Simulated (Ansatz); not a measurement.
# GaPH4: a ladder of functionals and wavefunction methods

The task here is to estimate one member of a computed series from the others.

The runs use Ansatz 0.2.0, Gaussian basis; functionals in def2-TZVPP, the program's frozen cores in correlated methods.

Plan: LDA (SPW92), PBE-D4, revPBE-D4, BLYP-D4, r2SCAN-D4, B97M-V, PBE0-D4, B3LYP-D4, r2SCANh-D4, r2SCAN0-D4, HSE06-D4, BHLYP-D4, CAM-B3LYP-D4, LC-ωPBE, ωB97X-V, ωB97M-V, B2PLYP, PBE-QIDH; CCSD(T)/def2-SVP; CCSD(T)/def2-TZVPP; MP2/def2-QZVPP; extrapolation to the limit; RPA on PBE.

### The relaxed structure

All runs share one geometry, relaxed beforehand with PBE0-D4 in a triple-zeta def2 set.

SMILES `[PH2][GaH2]`, 6 atoms, charge 0, spin multiplicity 1.

Atoms are counted from 1 here; the program's logs count them from 0.

Bond lengths: P1–Ga2 2.309 Å, P1–H3 1.419 Å, P1–H4 1.419 Å, Ga2–H5 1.569 Å, Ga2–H6 1.569 Å. Angles: Ga2–P1–H3 95.4°, Ga2–P1–H4 95.4°, H3–P1–H4 95.4°, P1–Ga2–H5 119.2°, P1–Ga2–H6 119.1°, H5–Ga2–H6 121.5°.

The first run:

Input file in.yaml:

```yaml
crystal:
  periodic: [false, false, false]
  atoms:
    - {symbol: P, position_ang: [-0.676671, -1.221053, -0.010807]}
    - {symbol: Ga, position_ang: [-0.006759, 0.988110, -0.033346]}
    - {symbol: H, position_ang: [0.107576, -1.586095, 1.113617]}
    - {symbol: H, position_ang: [0.266274, -1.655768, -0.977506]}
    - {symbol: H, position_ang: [0.258557, 1.692057, -1.409690]}
    - {symbol: H, position_ang: [0.051023, 1.782759, 1.317731]}
basis:
  gaussian: {orbitals: def2-TZVPP}
hamiltonian: {xc: lda}
output: {orbitals: {seedname: orbitals}}
```

Started as:

```sh
ansatz run in.yaml --threads 2 --pin off --events-out ev --progress --plain --max-ram 4352MiB
```

Among the steps run: LDA; PBE-D4 (GGA); revPBE-D4 (GGA); BLYP-D4 (GGA); r2SCAN-D4 (meta-GGA); B97M-V (meta-GGA); B3LYP-D4 (hybrid); r2SCANh-D4 (hybrid); r2SCAN0-D4 (hybrid); HSE06-D4 (hybrid); BHLYP-D4 (hybrid); CAM-B3LYP-D4 (range-separated); LC-ωPBE (range-separated); ωB97X-V (range-separated); ωB97M-V (range-separated); B2PLYP (double hybrid); PBE-QIDH (double hybrid).

One of the session's tables, all rows but one given; the rest of the session is left out.

It belongs to the step «Orbital energies across the functionals». 

```
  functional  HOMO (eV)  LUMO (eV)  gap (eV)
 LDA (SPW92)      -6.35      -2.76      3.60
      PBE-D4      -6.23      -2.51      3.72
   revPBE-D4      -6.18      -2.40      3.78
     BLYP-D4      -6.06      -2.45      3.62
   r2SCAN-D4      -6.46      -2.27      4.20
      B97M-V      -6.54      -2.46      4.08
     PBE0-D4          ?          ?         ?
    B3LYP-D4      -7.04      -1.99      5.05
  r2SCANh-D4      -6.84      -1.99      4.85
  r2SCAN0-D4      -7.42      -1.59      5.83
    HSE06-D4      -6.87      -2.10      4.77
    BHLYP-D4      -8.15      -0.99      7.16
CAM-B3LYP-D4      -8.48      -0.84      7.64
     LC-ωPBE      -9.81       0.31     10.12
     ωB97X-V      -9.47       0.18      9.65
     ωB97M-V      -9.29      -0.02      9.27
```

**Question.** Estimate the row for PBE0-D4.

The run gave: HOMO (eV): -7.26; LUMO (eV): -1.73; gap (eV): 5.53. In the column «HOMO (eV)» it lies between r2SCAN0-D4 (-7.42) and B3LYP-D4 (-7.04).
